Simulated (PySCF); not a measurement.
# C7H6Si: the cost of one run

Computed with PySCF 2.14.0 and routines of our own; the level stands in each step. Atoms count from 0.

## 1. The system as given

14 atoms, charge 0, multiplicity 1; geometry from: GFN2-xTB.

## 2. Optimising the geometry at PBE0-D3(BJ)/def2-SVP

The job: settings as JSON, then the geometry in Å.

```
{"job": {"xc": "PBE0", "basis": "def2-SVP", "d3": "d3bj", "grid": 2, "kind": "geom"}, "charge": 0, "multiplicity": 1}
C      3.699374     0.618463    -0.246545
C      2.738840     0.124608     0.277705
C      1.621663    -0.469608     0.905109
C      0.391067    -0.217740     0.548313
C     -0.830000    -0.034116     0.132913
Si    -1.592531    -1.142023    -1.214693
C     -1.655562     0.988704     0.649068
C     -2.394162     1.840927     1.061494
H      4.538853     1.049103    -0.704368
H      1.836892    -1.146025     1.725473
H     -1.945684    -0.292613    -2.353725
H     -0.593277    -2.144905    -1.581867
H     -2.792308    -1.768101    -0.654335
H     -3.023843     2.592853     1.433291
```

Command:

```
> OMP_NUM_THREADS=1 python excited_run.py task.json out
```

The driver reads the jobs from task.json and runs them one after another.

Q: Estimate the wall time and peak memory of this first job on 1 thread of Intel Xeon Platinum 8488C, shared host.

About 42 s, with a peak of 0.72 GiB.
